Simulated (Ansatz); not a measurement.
Ti, space group P6/mmm: a comparison of functionals at one structure, run with Ansatz 0.2.0 through its Python package.

`ti.cif`
```cif
data_Ti
_cell_length_a 4.600000
_cell_length_b 4.600000
_cell_length_c 2.820000
_cell_angle_alpha 90.00000
_cell_angle_beta 90.00000
_cell_angle_gamma 120.00000
_symmetry_space_group_name_H-M 'P 1'
_symmetry_Int_Tables_number 1
loop_
_symmetry_equiv_pos_as_xyz
'x, y, z'
loop_
_atom_site_label
_atom_site_type_symbol
_atom_site_fract_x
_atom_site_fract_y
_atom_site_fract_z
Ti1 Ti    0.000000    0.000000    0.000000
Ti2 Ti    0.333333    0.666667    0.500000
Ti3 Ti    0.666667    0.333333    0.500000
```

`run_xc.py`
```python
"""One structure of Ti under several functionals."""

import warnings

import ansatz as az
from ase.io import read
import pandas as pd

config = {
    "cutoff_ev": 450,
    "kgrid": (8, 8, 11),
    "filling": "Fermi-Dirac",
    "sigma": 0.1,
}


def main() -> None:
    warnings.simplefilter("ignore", az.DeckWarning)

    atoms = read("ti.cif")
    crystal = az.Crystal.from_ase(atoms)

    setup = (
        crystal.calculation()
        .basis(config["cutoff_ev"])
        .kpoints(*config["kgrid"])
        .occupations(config["filling"], width=config["sigma"])  # the run then minimises F = E - TS
        .forces()
        .stress()  # GPa
    )

    rows = []
    for value in ["pbesol", "lda", "blyp"]:
        summary = setup.functional(value).run(threads=1, backend="cpu").report
        rows.append((value, summary["free_energy_ev"] / len(summary["lattice"]["sites"]), summary["n_iterations"], sum(summary["stress_gpa"][i][i] for i in range(3)) / 3, max(abs(f) for row in summary["forces_ev_ang"] for f in row), summary["n_kpoints"]))

    table = pd.DataFrame(rows, columns=["functional", "F/atom (eV)", "iterations", "P (GPa)", "max component (eV/A)", "k-points"])
    print(table.round(5).to_string(index=False))


if __name__ == "__main__":
    main()
```

Which functional puts this cell under the lowest pressure, and which under the highest?

From lowest to highest: LDA (-9.0 GPa), PBEsol (-4.8 GPa) and BLYP (2.1 GPa). At a fixed cell a lower pressure usually means a smaller equilibrium volume, so LDA prefers the smallest cell and BLYP the largest.

The run itself:

`python run_xc.py` gives:
```text
functional  F/atom (eV)  iterations  P (GPa)  max component (eV/A)  k-points
    pbesol  -2473.91452           7 -4.83100                   0.0        60
       lda  -2450.29949           7 -9.04033                   0.0        60
      blyp  -2505.91014           7  2.14967                   0.0        60
```

Spin is left out of this run. BLYP can be off by several per cent in the lattices of metals, and by several GPa in the pressure at a fixed cell. Forces vanish by symmetry here and test nothing. Pressure is positive in compression. This isn't the structure that Ti takes at ambient conditions. Total energies of different functionals can't be compared; pressures, moments and gaps at this one structure can. It ran for 10 s on 1 thread of Arm Neoverse V2 (shared host), peak memory 0.5 GiB.
